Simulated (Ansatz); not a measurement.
**C2H7BN2: one species, many methods**

One table from this session's results is given with a row withheld; the runs are named, their logs left out.

Method: functionals in def2-TZVPP, the program's frozen cores in correlated methods; program: Ansatz 0.2.0, Gaussian basis.

Levels to be run: LDA (SPW92), PBE-D4, revPBE-D4, BLYP-D4, r2SCAN-D4, B97M-V, PBE0-D4, B3LYP-D4, r2SCANh-D4, r2SCAN0-D4, HSE06-D4, BHLYP-D4, CAM-B3LYP-D4, LC-ωPBE, ωB97X-V, ωB97M-V, B2PLYP, PBE-QIDH; CCSD(T)/def2-SVP; CCSD(T)/def2-TZVPP; MP2/def2-QZVPP; extrapolation to the limit; RPA on PBE.

## The geometry

All runs share one geometry, relaxed beforehand with PBE0-D4 in a triple-zeta def2 set.

SMILES `NB1CNC1`, 12 atoms, charge 0, spin multiplicity 1.

Atoms are counted from 1 here; the program's logs count them from 0.

Bond lengths: N1–B2 1.384 Å, N1–H6 1.006 Å, N1–H7 1.006 Å, B2–C3 1.586 Å, B2–C5 1.586 Å, C3–N4 1.482 Å, C3–H8 1.095 Å, C3–H9 1.101 Å, N4–C5 1.482 Å, N4–H10 1.012 Å, C5–H11 1.101 Å, C5–H12 1.095 Å. Angles: B2–N1–H6 123.1°, B2–N1–H7 123.1°, H6–N1–H7 113.8°, N1–B2–C3 135.9°, N1–B2–C5 135.9°, C3–B2–C5 88.2°, B2–C3–N4 86.2°, B2–C3–H8 121.1°, B2–C3–H9 112.3°, N4–C3–H8 114.1°, N4–C3–H9 114.1°, H8–C3–H9 107.9°, C3–N4–C5 96.2°, C3–N4–H10 115.0°, C5–N4–H10 115.0°, B2–C5–N4 86.2°, B2–C5–H11 112.3°, B2–C5–H12 121.1° and more.

The first run:

in.yaml reads:

```yaml
crystal:
  periodic: [false, false, false]
  atoms:
    - {symbol: N, position_ang: [-1.464948, 1.286532, -0.088058]}
    - {symbol: B, position_ang: [-0.424074, 0.376902, -0.024567]}
    - {symbol: C, position_ang: [0.545220, -0.167136, 1.106771]}
    - {symbol: N, position_ang: [0.858041, -1.271173, 0.168630]}
    - {symbol: C, position_ang: [0.268152, -0.633433, -1.032275]}
    - {symbol: H, position_ang: [-1.775927, 1.821703, 0.704555]}
    - {symbol: H, position_ang: [-1.987687, 1.465372, -0.928361]}
    - {symbol: H, position_ang: [0.154552, -0.499422, 2.073767]}
    - {symbol: H, position_ang: [1.388682, 0.513893, 1.298046]}
    - {symbol: H, position_ang: [1.840417, -1.500722, 0.091437]}
    - {symbol: H, position_ang: [1.002325, -0.136303, -1.684706]}
    - {symbol: H, position_ang: [-0.327953, -1.311414, -1.651239]}
basis:
  gaussian: {orbitals: def2-TZVPP}
hamiltonian: {xc: lda}
output: {orbitals: {seedname: orbitals}}
```

Steps of the session up to this table: LDA; PBE-D4 (GGA); revPBE-D4 (GGA); BLYP-D4 (GGA); r2SCAN-D4 (meta-GGA); B97M-V (meta-GGA); PBE0-D4 (hybrid); B3LYP-D4 (hybrid); r2SCANh-D4 (hybrid); r2SCAN0-D4 (hybrid); HSE06-D4 (hybrid); BHLYP-D4 (hybrid); CAM-B3LYP-D4 (range-separated); LC-ωPBE (range-separated); ωB97X-V (range-separated); ωB97M-V (range-separated); B2PLYP (double hybrid); PBE-QIDH (double hybrid).

One of the session's tables, all rows but one given; the rest of the session is left out.

It belongs to the step «Frontier levels by functional». 

```
  functional  HOMO (eV)  LUMO (eV)  gap (eV)
 LDA (SPW92)      -4.76      -0.50      4.26
      PBE-D4      -4.68      -0.28      4.40
   revPBE-D4      -4.64      -0.18      4.45
     BLYP-D4      -4.57      -0.15      4.42
   r2SCAN-D4      -4.95       0.12      5.07
      B97M-V      -5.13       0.09      5.22
     PBE0-D4      -6.11       0.72      6.84
    B3LYP-D4      -5.88       0.48      6.36
  r2SCANh-D4      -5.49       0.47      5.95
  r2SCAN0-D4      -6.31       0.97      7.28
    HSE06-D4      -5.71       0.34      6.05
    BHLYP-D4      -7.49       1.37      8.86
CAM-B3LYP-D4      -7.53       1.53      9.07
     LC-ωPBE      -8.90       2.81     11.70
     ωB97X-V      -8.57       2.61     11.17
     ωB97M-V          ?          ?         ?
```

Estimate the missing values for ωB97M-V.

**Answer.** HOMO (eV): -8.48; LUMO (eV): 2.09; gap (eV): 10.57. In the column «HOMO (eV)» it lies between ωB97X-V (-8.57) and CAM-B3LYP-D4 (-7.53).
